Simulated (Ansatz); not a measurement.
# CH₄Cl₂OSi₂: how energies converge with the basis set

An exercise on one series of results from a longer session: the logs are not shown, and one member is left open.

The runs use Ansatz 0.2.0, Gaussian basis; one geometry, several basis sets.

Plan: PBE0-D4/def2-SVP; ωB97M-V/def2-SVP; PBE0-D4/def2-QZVPP; ωB97M-V/def2-QZVPP; the functionals' def2-TZVPP values are taken from earlier runs.

### Structure used throughout

The geometry comes from an earlier relaxation with PBE0-D4 in a triple-zeta def2 set; it is a stationary point, not always the lowest conformer.

SMILES `[SiH3][SiH]1OC1(Cl)Cl`, 10 atoms, charge 0, spin multiplicity 1.

Atoms are counted from 1 here; the program's logs count them from 0.

Bond lengths: Si1–Si2 2.332 Å, Si1–H7 1.481 Å, Si1–H8 1.486 Å, Si1–H9 1.486 Å, Si2–O3 1.702 Å, Si2–C4 1.825 Å, Si2–H10 1.482 Å, O3–C4 1.397 Å, C4–Cl5 1.759 Å, C4–Cl6 1.761 Å. Angles: Si2–Si1–H7 108.9°, Si2–Si1–H8 108.9°, Si2–Si1–H9 108.0°, H7–Si1–H8 110.7°, H7–Si1–H9 110.9°, H8–Si1–H9 109.3°, Si1–Si2–O3 116.4°, Si1–Si2–C4 121.9°, Si1–Si2–H10 118.9°, O3–Si2–C4 46.5°, O3–Si2–H10 113.7°, C4–Si2–H10 117.5°, Si2–O3–C4 71.4°, Si2–C4–O3 62.1°, Si2–C4–Cl5 122.7°, Si2–C4–Cl6 123.0°, O3–C4–Cl5 113.6°, O3–C4–Cl6 113.6° and more.

The first run:

Input file in.yaml:

```yaml
crystal:
  periodic: [false, false, false]
  atoms:
    - {symbol: Si, position_ang: [-0.454836, -1.413106, 1.163632]}
    - {symbol: Si, position_ang: [0.778516, -0.013179, -0.235593]}
    - {symbol: O, position_ang: [0.101715, 0.316163, -1.762217]}
    - {symbol: C, position_ang: [0.049591, 1.480024, -0.990456]}
    - {symbol: Cl, position_ang: [1.025634, 2.794918, -1.632002]}
    - {symbol: Cl, position_ang: [-1.589723, 2.025446, -0.647670]}
    - {symbol: H, position_ang: [-1.882686, -1.025437, 1.093343]}
    - {symbol: H, position_ang: [-0.269757, -2.819393, 0.720767]}
    - {symbol: H, position_ang: [0.069482, -1.259045, 2.545245]}
    - {symbol: H, position_ang: [2.255263, -0.137590, -0.252148]}
basis:
  gaussian: {orbitals: def2-SVP}
hamiltonian: {xc: pbe0, dispersion: d4}
output: {orbitals: {seedname: orbitals}}
```

Started as:

```sh
> ansatz run in.yaml --threads 4 --pin off --events-out ev --progress --plain --max-ram 10444MiB
```

Among the steps run: PBE0-D4 in def2-SVP; ωB97M-V in def2-SVP; PBE0-D4 in def2-QZVPP; ωB97M-V in def2-QZVPP.

One of the session's tables, all rows but one given; the rest of the session is left out.

It belongs to the step «Functionals by basis». 

| functional | basis | HOMO (eV) | LUMO (eV) |
| --- | --- | --- | --- |
| PBE0-D4 | def2-SVP | -7.44 | -1.50 |
| PBE0-D4 | def2-TZVPP | -7.53 | -1.75 |
| PBE0-D4 | def2-QZVPP | -7.56 | -1.81 |
| ωB97M-V | def2-SVP | -9.51 | 0.44 |
| ωB97M-V | def2-TZVPP | -9.65 | 0.08 |
| ωB97M-V | def2-QZVPP | ? | ? |

Q: Estimate the row for ωB97M-V, def2-QZVPP from the others.

As computed: HOMO (eV): -9.70; LUMO (eV): -0.04. In the column «HOMO (eV)» it is the lowest.
